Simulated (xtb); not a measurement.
**GFN2-xTB run of C3H10BSi− (SMILES CCCB[SiH2-])**

Aim: a structure relaxation of C3H10BSi−. 

The calculation is run with xtb 6.7.1.

3 further runs of the same task are left out: 3 set aside as unsound or not needed.

## (1) The molecule

C3H10BSi−: 15 atoms, total charge -1, spin state singlet. SMILES: `CCCB[SiH2-]`. The shape is that of a GFN2-xTB optimisation. This is one conformer, not always the lowest. The run starts from this shape.

Bond lengths: C1–C2 1.523 Å, C2–C3 1.529 Å, C3–B4 1.621 Å, B4–Si5 1.837 Å, C1–H6 1.091 Å, C1–H7 1.088 Å, C1–H8 1.092 Å, C2–H9 1.092 Å, C2–H10 1.102 Å, C3–H11 1.102 Å, C3–H12 1.103 Å, B4–H13 1.204 Å, Si5–H14 1.458 Å, Si5–H15 1.459 Å. Some angles: C1–C2–C3 111.6°, C2–C3–B4 116.1°, C3–B4–Si5 124.6°, C1–C2–H9 108.8°, C1–C2–H10 109.0°, C3–C2–H9 108.9°, C3–C2–H10 110.9°, C2–C1–H6 110.7°, C2–C1–H7 108.6°, C2–C1–H8 111.5°.

## (2) A structure relaxation at GFN2-xTB

File geom.xyz:

```xyz
15

C     -0.05397000    -1.71836000     0.27610000
C      1.00913000    -0.70561000    -0.12751000
C      0.46958000     0.30518000    -1.14040000
B     -0.67170000     1.31980000    -0.59548000
Si    -0.93893000     1.73777000     1.17299000
H     -0.38366000    -2.29649000    -0.58846000
H     -0.90862000    -1.18136000     0.68131000
H      0.32107000    -2.41140000     1.03179000
H      1.34017000    -0.16960000     0.76454000
H      1.88080000    -1.24331000    -0.53502000
H      0.11153000    -0.25624000    -2.01807000
H      1.32565000     0.89520000    -1.50746000
H     -1.31789000     1.83556000    -1.47127000
H     -0.25591000     1.21911000     2.35158000
H     -1.92723000     2.66974000     1.70535000
```

Run with:

```bash
$ xtb geom.xyz --gfn 2 --chrg -1 --opt vtight > run.log 2> xtb.err
```

What values should one expect? Wanted: total energy at the end; HOMO energy; LUMO energy; HOMO–LUMO gap; dispersion energy; mean polarisability.

Computed results:

At GFN2-xTB:

| quantity | value |
| --- | --- |
| total energy at the end | -14.59864 Eh |
| HOMO energy | -2.06 eV |
| LUMO energy | 0.61 eV |
| HOMO–LUMO gap | 2.67 eV |
| dispersion energy | -30.62 kJ/mol |
| mean polarisability (D4 model) | 95.5 bohr³ |

**Reading.** At the final geometry: Bond lengths: C1–C2 1.523 Å, C2–C3 1.529 Å, C3–B4 1.621 Å, B4–Si5 1.837 Å, C1–H6 1.091 Å, C1–H7 1.088 Å, C1–H8 1.092 Å, C2–H9 1.092 Å, C2–H10 1.102 Å, C3–H11 1.102 Å, C3–H12 1.102 Å, B4–H13 1.205 Å, Si5–H14 1.458 Å, Si5–H15 1.459 Å. Some angles: C1–C2–C3 111.7°, C2–C3–B4 116.3°, C3–B4–Si5 124.8°, C1–C2–H9 108.7°, C1–C2–H10 109.0°, C3–C2–H9 108.9°, C3–C2–H10 110.9°, C2–C1–H6 110.7°, C2–C1–H7 108.7°, C2–C1–H8 111.4°. The optimisation took 12 steps and changed the energy by -0.000 eV. Mulliken charges run from -0.25 on H13 to +0.11 on B4.
